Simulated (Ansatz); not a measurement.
# GeHf: the cost of one run

Method: def2-TZVPP, core rule «outside noble gas», up to 18 orbitals frozen; program: Ansatz 0.2.0, Gaussian basis.

The runs, in order: UHF; CCSD(T) on ROHF; CCSD(T) on UHF; CCSDT(Q) on ROHF; CCSDT(Q) on UHF.

15 further runs of the same task are left out: 12 for a known fault of the program, 3 set aside as unsound or not needed.

### Step 1. The system

The geometry is a PBE0/def2-TZVP stationary point (not a proven minimum) of the parent state, kept for this charge and spin. No spin-orbit coupling is included. Elements past krypton take def2 core potentials. The filled d shell of Ge may be among the frozen orbitals whatever the setting's name suggests; the logs give the count.

2 atoms, charge 0, spin multiplicity 7.

Atoms are counted from 1 here; the program's logs count them from 0.

Bond lengths: Hf1–Ge2 2.605 Å.

### Step 2. UHF

in.yaml

```yaml
crystal:
  periodic: [false, false, false]
  atoms:
    - {symbol: Hf, position_ang: [0.000000, 0.000000, 0.000000]}
    - {symbol: Ge, position_ang: [0.000000, 0.000000, 2.604800]}
basis:
  gaussian: {orbitals: def2-TZVPP}
magnetization: {spin_polarized: true, initial_magnetization: 6}
hamiltonian: {xc: hf}
output: {orbitals: {seedname: orbitals}}
```

On the command line:

```console
ansatz run in.yaml --threads 1 --pin off --events-out ev --progress --plain --max-ram 2560MiB --backend cpu
```

Q: Estimate wall time and peak memory on 1 thread of AMD EPYC 7R13, shared host.

About 30 s, with a peak of 0.28 GiB.
